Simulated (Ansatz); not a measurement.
**BiIr (zincblende type): a single-point run**

Aim: a sound single-point run of BiIr (zincblende type). The structure is shown as the input types it.

Program: Ansatz 0.2.0. Level of theory: DFT, PBEsol, PAW with Ansatz's default frozen-core files, scalar-relativistic. These are calculated values, not measurements.

1 further run of the same task is left out (for a known fault of the program). Runs told in other sessions of the task aren't counted.

**1. The system as given**

Symmetry: F-43m, No. 216, cubic system. The conventional cell has a = 5.706 Å, b = 5.706 Å, c = 5.706 Å, α = 90.00°, β = 90.00°, γ = 90.00°. Around Ir (site symmetry -43m) lie 4 Bi at 2.47 Å. Bi (site symmetry -43m) is surrounded by 4 Ir at 2.47 Å.

Coordinates:

```
CELL_PARAMETERS angstrom
0.00000 2.85320 2.85320
2.85320 0.00000 2.85320
2.85320 2.85320 0.00000
ATOMIC_POSITIONS crystal
Ir 0.00000 0.00000 0.00000
Bi 0.25000 0.25000 0.25000
```

**2. Input and run**

input.yaml

```yaml
crystal:
  lattice:
    - [0.0, 2.8532032803, 2.8532032803]
    - [2.8532032803, 0.0, 2.8532032803]
    - [2.8532032803, 2.8532032803, 0.0]
  atoms:
    - { symbol: Ir, position: [0.0, 0.0, 0.0] }
    - { symbol: Bi, position: [0.25, 0.25, 0.25] }
kpoints:
  mp_grid: { grid: [12, 12, 12] }
scf:
  occupations: { method: fermi_dirac, width: 0.1 }
  max_iter: 75
hamiltonian:
  xc: pbesol
  pseudopotentials: { kind: paw }
output:
  forces: true
  stress: true
  eigenvalues: true
  populations: true
accuracy: many
```

Launch:

```sh
ansatz run input.yaml --threads 1 --pin off --max-ram 2048MiB --backend cpu --events-out ev --progress --plain --runs-dir out
```

Q: Will this input give a usable result? If not, why, and what should change?

Nothing was computed: the input was turned down at the start. Its message: «line 22 column 1: unknown variant `many`, expected one of low, medium, high»

The suspect setting: accuracy is many. The key wants another kind of value (number, word, list or true/false) than the one typed.

What to do: delete accuracy (the default then holds).
